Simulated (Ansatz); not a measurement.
# Ti (hcp type): the cost of one run

Method: DFT, PBE, all-electron LAPW, scalar-relativistic, in Ansatz 0.2.0.

1 further run of the same task is left out (for a known fault of the program).

## Step 1: Starting point

The structure is hexagonal, space group P6_3/mmc (No. 194). Conventional cell: a = 2.940 Å, b = 2.940 Å, c = 4.654 Å, α = 90.00°, β = 90.00°, γ = 120.00°. Ti (site symmetry -6m2) has 12 Ti at 2.88 to 2.94 Å as nearest neighbours.

Structure file:

```
Ti
1.0
    -1.46985    2.54585    0.00000
     0.00000    0.00000    4.65409
     4.40955    2.54585    0.00000
Ti
4
Direct
  0.50000 0.25000 0.16667
  0.00000 0.25000 0.66667
  0.00000 0.75000 0.33333
  0.50000 0.75000 0.83333
```

Atoms are numbered in the order of the input: Ti1, Ti2, Ti3, Ti4.

## Step 2: Bulk in the slab's orientation, LAPW

File input.yaml:

```yaml
crystal:
  lattice:
    - [-1.4698484072, 2.5458521207, 0.0]
    - [0.0, 0.0, 4.6540909817]
    - [4.4095452216, 2.5458521208, 0.0]
  atoms:
    - { symbol: Ti, position: [0.5, 0.25, 0.166666667] }
    - { symbol: Ti, position: [0.0, 0.25, 0.666666667] }
    - { symbol: Ti, position: [0.0, 0.75, 0.333333333] }
    - { symbol: Ti, position: [0.5, 0.75, 0.833333333] }
kpoints:
  mp_grid: { grid: [12, 8, 7] }
scf:
  occupations: { method: fermi_dirac, width: 0.1 }
hamiltonian:
  xc: pbe
  pseudopotentials: { kind: all_electron, lapw: { basis_error: 0.001 } }
output:
  forces: true
  stress: true
  eigenvalues: true
```

Command:

```sh
> ansatz run input.yaml --threads 1 --pin off --max-ram 3584MiB --backend cpu --events-out ev --progress --plain --runs-dir out
```

Q: Estimate wall time and peak memory on 1 thread of Intel Xeon 6975P-C (Granite Rapids), shared host.

About 32 s, with a peak of 0.68 GiB.
